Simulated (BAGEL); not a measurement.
# One shape, several levels: C2F4O (trifluoroacetyl fluoride)

Wanted: a comparison of 4 runs (HF/STO-3G, HF/3-21G, HF/6-31G*, HF/cc-pVDZ) of C2F4O (trifluoroacetyl fluoride). 

The results are computed with BAGEL 1.2.2.

2 further runs of the same task are left out: 2 set aside as unsound or not needed.

## Step 1: The molecule

C2F4O: 7 atoms, total charge 0, spin state singlet. SMILES: `O=C(F)C(F)(F)F`. The C4–F7 distance was set to 1.714 Å, away from the relaxed value.

Bond lengths: O1–C2 1.172 Å, C2–F3 1.326 Å, C2–C4 1.542 Å, C4–F5 1.330 Å, C4–F6 1.330 Å. Angles: O1–C2–F3 124.0°, O1–C2–C4 126.4°, F3–C2–C4 109.5°, C2–C4–F5 109.8°, C2–C4–F6 109.8°, F5–C4–F6 108.7°. A long bond or contact: C4–F7 1.714 Å.

## Step 2: A single-point energy at HF/STO-3G (density fitting with cc-pvqz-jkfit) (run 1)

calc.json

```json
{ "bagel" : [

{
  "title" : "molecule",
  "basis" : "sto-3g",
  "df_basis" : "cc-pvqz-jkfit",
  "angstrom" : true,
  "geometry" : [
    { "atom" : "O", "xyz" : [    0.697396,   -1.519693,    0.795152 ] },
    { "atom" : "C", "xyz" : [   -0.274804,   -0.921633,    0.529162 ] },
    { "atom" : "F", "xyz" : [   -1.500624,   -1.324533,    0.833872 ] },
    { "atom" : "C", "xyz" : [   -0.345634,    0.428327,   -0.212428 ] },
    { "atom" : "F", "xyz" : [   -1.061664,    0.294747,   -1.324728 ] },
    { "atom" : "F", "xyz" : [   -0.928114,    1.338057,    0.562842 ] },
    { "atom" : "F", "xyz" : [    1.230750,    0.963590,   -0.619810 ] }
  ]
},
{ "title" : "hf" },
{ "title" : "print", "file" : "orbitals.molden", "orbitals" : true }

]}
```

The run is started by

```console
BAGEL_NUM_THREADS=1 BAGEL calc.json > calc.out
```

The program printed:

```text
* using 1 threads per process

  ===============================================================
  ===============================================================

  *** Geometry ***

  { "atom" : "O", "xyz" : [      1.317887,     -2.871804,      1.502620 ] },
  { "atom" : "C", "xyz" : [     -0.519304,     -1.741634,      0.999971 ] },
  { "atom" : "F", "xyz" : [     -2.835768,     -2.503005,      1.575790 ] },
  { "atom" : "C", "xyz" : [     -0.653154,      0.809421,     -0.401431 ] },
  { "atom" : "F", "xyz" : [     -2.006254,      0.556991,     -2.503373 ] },
  { "atom" : "F", "xyz" : [     -1.753881,      2.528561,      1.063617 ] },
  { "atom" : "F", "xyz" : [      2.325780,      1.820921,     -1.171271 ] },

  Number of auxiliary basis functions:      742

  Since a DF basis is specified, we compute 2- and 3-index integrals:
    o Being stored without compression. Storage requirement is 0.007 GB

  Number of basis functions:       35
  Number of electrons      :       56

    * METHOD: MOLECULE                             0.56

  *** RHF ***

  === Nuclear Repulsion ===
   323.0890740493

      * DIIS with orbital gradients will be used.

  === RHF iteration (sto-3g) ===
      0       -540.22443424          0.03654956           0.06
      1       -540.53353640          0.02479888           0.05
      2       -540.70413460          0.00298271           0.05
      3       -540.70904367          0.00113787           0.05
      4       -540.71014378          0.00032357           0.06
      5       -540.71024424          0.00010504           0.06
      6       -540.71025428          0.00003273           0.06
      7       -540.71025529          0.00000774           0.06
      8       -540.71025533          0.00000224           0.06
      9       -540.71025534          0.00000090           0.06
     10       -540.71025534          0.00000026           0.06
     11       -540.71025534          0.00000010           0.06
     12       -540.71025534          0.00000004           0.06
     13       -540.71025534          0.00000002           0.06
     14       -540.71025534          0.00000001           0.07
    * SCF iteration converged.

    * Permanent dipole moment:
           (    0.355541,    -0.040269,    -0.001861) a.u.

    * METHOD: HF                                   1.06

    * METHOD: PRINT                                0.01

  ===============================================================
```

Run time: 2.2 s. Hardware: 1 thread of AMD EPYC 7R43 (Zen 3), shared host; peak memory 0.084 GiB.

## Step 3: The energy at HF/3-21G (density fitting with cc-pvqz-jkfit) (run 2)

input.json

```json
{ "bagel" : [

{
  "title" : "molecule",
  "basis" : "3-21g",
  "df_basis" : "cc-pvqz-jkfit",
  "angstrom" : true,
  "geometry" : [
    { "atom" : "O", "xyz" : [    0.697396,   -1.519693,    0.795152 ] },
    { "atom" : "C", "xyz" : [   -0.274804,   -0.921633,    0.529162 ] },
    { "atom" : "F", "xyz" : [   -1.500624,   -1.324533,    0.833872 ] },
    { "atom" : "C", "xyz" : [   -0.345634,    0.428327,   -0.212428 ] },
    { "atom" : "F", "xyz" : [   -1.061664,    0.294747,   -1.324728 ] },
    { "atom" : "F", "xyz" : [   -0.928114,    1.338057,    0.562842 ] },
    { "atom" : "F", "xyz" : [    1.230750,    0.963590,   -0.619810 ] }
  ]
},
{
  "title" : "hf"
},
{
  "title" : "print",
  "file" : "orbitals.molden",
  "orbitals" : true
}

]}
```

The run is started by

```console
BAGEL_NUM_THREADS=1 BAGEL input.json > input.out
```

The program printed:

```text
* using 1 threads per process

  ===============================================================
  ===============================================================

  *** Geometry ***

  { "atom" : "O", "xyz" : [      1.317887,     -2.871804,      1.502620 ] },
  { "atom" : "C", "xyz" : [     -0.519304,     -1.741634,      0.999971 ] },
  { "atom" : "F", "xyz" : [     -2.835768,     -2.503005,      1.575790 ] },
  { "atom" : "C", "xyz" : [     -0.653154,      0.809421,     -0.401431 ] },
  { "atom" : "F", "xyz" : [     -2.006254,      0.556991,     -2.503373 ] },
  { "atom" : "F", "xyz" : [     -1.753881,      2.528561,      1.063617 ] },
  { "atom" : "F", "xyz" : [      2.325780,      1.820921,     -1.171271 ] },

  Number of auxiliary basis functions:      742

  Since a DF basis is specified, we compute 2- and 3-index integrals:
    o Being stored without compression. Storage requirement is 0.024 GB

  Number of basis functions:       63
  Number of electrons      :       56

    * METHOD: MOLECULE                             0.57

  *** RHF ***

  === Nuclear Repulsion ===
   323.0890740493

      * DIIS with orbital gradients will be used.

  === RHF iteration (3-21g) ===
      0       -544.81078697          0.03861174           0.11
      1       -544.98777016          0.03381473           0.10
      2       -545.28141857          0.00289834           0.10
      3       -545.28560666          0.00162326           0.11
      4       -545.28690671          0.00038143           0.10
      5       -545.28707441          0.00015683           0.11
      6       -545.28709011          0.00007457           0.10
      7       -545.28709456          0.00002128           0.11
      8       -545.28709489          0.00000974           0.10
      9       -545.28709494          0.00000362           0.10
     10       -545.28709495          0.00000148           0.12
     11       -545.28709495          0.00000067           0.10
     12       -545.28709495          0.00000029           0.10
     13       -545.28709495          0.00000013           0.10
     14       -545.28709495          0.00000007           0.11
     15       -545.28709495          0.00000003           0.11
     16       -545.28709495          0.00000001           0.11
     17       -545.28709495          0.00000001           0.11
    * SCF iteration converged.

    * Permanent dipole moment:
           (    0.586835,     0.052037,    -0.069135) a.u.

    * METHOD: HF                                   2.11

    * METHOD: PRINT                                0.02

  ===============================================================
```

It took 3.3 s on 1 thread of AMD EPYC 7R43 (Zen 3), shared host; peak memory 0.12 GiB.

Run 3 isn't shown in full; the table further down has it.

## Step 4: A single-point energy at HF/cc-pVDZ (density fitting with cc-pvqz-jkfit) (run 4)

job.json

```json
{ "bagel": [

{
  "title": "molecule",
  "basis": "cc-pvdz.json",
  "df_basis": "cc-pvqz-jkfit",
  "angstrom": "true",
  "geometry": [
    { "atom": "O", "xyz": [       0.697396,      -1.519693,       0.795152 ] },
    { "atom": "C", "xyz": [      -0.274804,      -0.921633,       0.529162 ] },
    { "atom": "F", "xyz": [      -1.500624,      -1.324533,       0.833872 ] },
    { "atom": "C", "xyz": [      -0.345634,       0.428327,      -0.212428 ] },
    { "atom": "F", "xyz": [      -1.061664,       0.294747,      -1.324728 ] },
    { "atom": "F", "xyz": [      -0.928114,       1.338057,       0.562842 ] },
    { "atom": "F", "xyz": [       1.230750,       0.963590,      -0.619810 ] }
  ]
},

{ "title": "hf" },

{ "title": "print", "file": "orbitals.molden", "orbitals": "true" }

]}
```

The basis set cc-pVDZ is read from a file made from the Basis Set Exchange's data (not shown).

The run is started by

```console
BAGEL_NUM_THREADS=1 BAGEL job.json > job.out
```

The program printed:

```text
* using 1 threads per process

  ===============================================================
  ===============================================================

  *** Geometry ***

  { "atom" : "O", "xyz" : [      1.317887,     -2.871804,      1.502620 ] },
  { "atom" : "C", "xyz" : [     -0.519304,     -1.741634,      0.999971 ] },
  { "atom" : "F", "xyz" : [     -2.835768,     -2.503005,      1.575790 ] },
  { "atom" : "C", "xyz" : [     -0.653154,      0.809421,     -0.401431 ] },
  { "atom" : "F", "xyz" : [     -2.006254,      0.556991,     -2.503373 ] },
  { "atom" : "F", "xyz" : [     -1.753881,      2.528561,      1.063617 ] },
  { "atom" : "F", "xyz" : [      2.325780,      1.820921,     -1.171271 ] },

  Number of auxiliary basis functions:      742

  Since a DF basis is specified, we compute 2- and 3-index integrals:
    o Being stored without compression. Storage requirement is 0.057 GB

  Number of basis functions:       98
  Number of electrons      :       56

    * METHOD: MOLECULE                             1.07

  *** RHF ***

  === Nuclear Repulsion ===
   323.0890740493

      * DIIS with orbital gradients will be used.

  === RHF iteration (cc-pvdz.json) ===
      0       -547.75896036          0.02351445           0.23
      1       -547.91691803          0.02244894           0.23
      2       -548.29985744          0.00170435           0.23
      3       -548.30414184          0.00087921           0.21
      4       -548.30539020          0.00025633           0.22
      5       -548.30556615          0.00009977           0.20
      6       -548.30559069          0.00004154           0.20
      7       -548.30559441          0.00001314           0.20
      8       -548.30559468          0.00000615           0.20
      9       -548.30559474          0.00000266           0.23
     10       -548.30559476          0.00000118           0.20
     11       -548.30559476          0.00000046           0.20
     12       -548.30559476          0.00000026           0.19
     13       -548.30559476          0.00000010           0.20
     14       -548.30559476          0.00000005           0.21
     15       -548.30559476          0.00000003           0.23
     16       -548.30559476          0.00000001           0.20
    * SCF iteration converged.

    * Permanent dipole moment:
           (    0.811404,     0.078425,    -0.099392) a.u.

    * METHOD: HF                                   4.01

    * METHOD: PRINT                                0.05

  ===============================================================
```

It took 5.7 s on 1 thread of AMD EPYC 7R43 (Zen 3), shared host; peak memory 0.19 GiB.

## Step 5: All runs side by side

```csv
run,level,energy (Eh),dipole moment (D),HOMO energy (eV),LUMO energy (eV),wall time
1,HF/STO-3G (density fitting with cc-pvqz-jkfit),-540.710255,0.91,-10.11,6.78,2.2 s
2,HF/3-21G (density fitting with cc-pvqz-jkfit),-545.287095,1.51,-14.70,2.28,3.3 s
3,"HF/6-31G* (density fitting with cc-pvqz-jkfit, spherical functions)",-548.269343,2.14,-14.83,2.60,6 s
4,HF/cc-pVDZ (density fitting with cc-pvqz-jkfit),-548.305595,2.09,-14.91,2.49,5.7 s
```

## Step 6: Outcome

| quantity | value |
| --- | --- |
| run 4: total energy | -548.30559 Eh |
| run 4: dipole moment | 2.09 D |
| run 4: HOMO energy | -14.91 eV |
| run 4: LUMO energy | 2.49 eV |
| run 4: HOMO–LUMO gap | 17.41 eV |

What this shows: The dipole moment (its size) runs from 0.91 D (HF/STO-3G) to 2.14 D (HF/6-31G*). The HOMO–LUMO gap runs from 16.89 eV (HF/STO-3G) to 17.43 eV (HF/6-31G*). In run 1 the basis is minimal, so the values are rough. All runs together took 17 s, the longest 6 s.
